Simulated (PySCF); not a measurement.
# CSe2 (Carbon diselenide): the cost of one run

Computed with PySCF 2.14.0, with density-fitted response routines of our own, on a single molecule, in the gas phase or a continuum. Atoms are numbered from 0 throughout.

### Step 1. Starting geometry

3 atoms, charge 0, multiplicity 1; geometry from: GFN2-xTB. The atoms were then displaced at random by about 0.01 Å, so the start is not that level's minimum.

Bonds of the start (Å): Se0–C1 1.65, C1–Se2 1.67.

### Step 2. Optimising the geometry at PBE0-D3(BJ)/def2-TZVP

The job: settings as JSON, then the geometry in Å.

```
{"job": {"xc": "PBE0", "basis": "def2-TZVP", "d3": "d3bj", "grid": 2, "shake": 0.01, "kind": "geom"}, "charge": 0, "multiplicity": 1}
Se    -1.655720     0.154100    -0.001840
C     -0.001860     0.097990    -0.006290
Se     1.663590     0.023380    -0.011050
```

Started as:

```console
OMP_NUM_THREADS=1 python probes_run.py task.json out
```

The driver reads the jobs from task.json and runs them one after another.

**Question.** How long does this first job take on 1 thread of Intel Xeon Platinum 8488C, shared host, and how much memory does it need?

About 16 s, with a peak of 0.52 GiB.
